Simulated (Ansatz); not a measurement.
# Cd2Cu3: the cost of one run

Computed with Ansatz 0.2.0 (DFT PBE, scalar-relativistic, plane waves, PAW, unless a step's input says otherwise).

### Step 1. Starting point

Symmetry: P-3m1, No. 164, trigonal system. Conventional cell: a = 2.765 Å, b = 2.765 Å, c = 11.871 Å, α = 90.00°, β = 90.00°, γ = 120.00°. Cd (site symmetry 3m) is surrounded by 6 Cd at 2.77 Å and 6 Cu at 2.90 Å. Cu (site symmetry 3m) is surrounded by 9 Cu at 2.70 to 2.77 Å and 3 Cd at 2.90 Å. Around Cu (site symmetry -3m) lie 6 Cu at 2.77 Å and 6 Cd at 2.90 Å.

Coordinates:

```cif
data_structure
_symmetry_space_group_name_H-M 'P-3m1'
_symmetry_Int_Tables_number 164
_cell_length_a 2.7654
_cell_length_b 2.7654
_cell_length_c 11.8713
_cell_angle_alpha 90.000
_cell_angle_beta 90.000
_cell_angle_gamma 120.000
_cell_volume 78.62
loop_
_atom_site_label
_atom_site_type_symbol
_atom_site_symmetry_multiplicity
_atom_site_Wyckoff_symbol
_atom_site_fract_x
_atom_site_fract_y
_atom_site_fract_z
_atom_site_occupancy
Cd1 Cd 2 d 0.33333 0.66667 0.29597 1
Cu1 Cu 2 d 0.33333 0.66667 0.90807 1
Cu2 Cu 1 b 0.00000 0.00000 0.50000 1
```

Recipe of the guess: close-packed layers stacked ABACB|A (P-3m1, No. 164). Lengths come from tabulated atomic sizes and are only a guess.

### Step 2. Probe: one point on a coarse mesh

Input file input.yaml:

```yaml
crystal:
  lattice:
    - [2.76540139, 0.0, 0.0]
    - [-1.3827007, 2.39490786, 0.0]
    - [0.0, 0.0, 11.87128042]
  atoms:
    - { symbol: Cd, position: [0.33333333, 0.66666667, 0.29596655] }
    - { symbol: Cd, position: [0.66666667, 0.33333333, 0.70403345] }
    - { symbol: Cu, position: [0.33333333, 0.66666667, 0.90806691] }
    - { symbol: Cu, position: [0.66666667, 0.33333333, 0.09193309] }
    - { symbol: Cu, position: [0.0, 0.0, 0.5] }
basis:
  ecutwfc: 420
kpoints:
  mp_grid: { grid: [6, 6, 2] }
hamiltonian:
  xc: pbe
scf:
  occupations: { method: gaussian, width: 0.1 }
  lower_state_search: "off"
output:
  forces: true
  stress: true
  eigenvalues: true
```

Run with:

```sh
$ ansatz run input.yaml --threads 1 --pin off --max-ram 2560MiB --backend cpu --events-out ev --progress --plain --runs-dir out
```

Q: Estimate wall time and peak memory on 1 thread of Intel Xeon Platinum 8223CL at 3.00GHz (Skylake/Cascade Lake), shared host.

About 3 s, with a peak of 0.41 GiB.
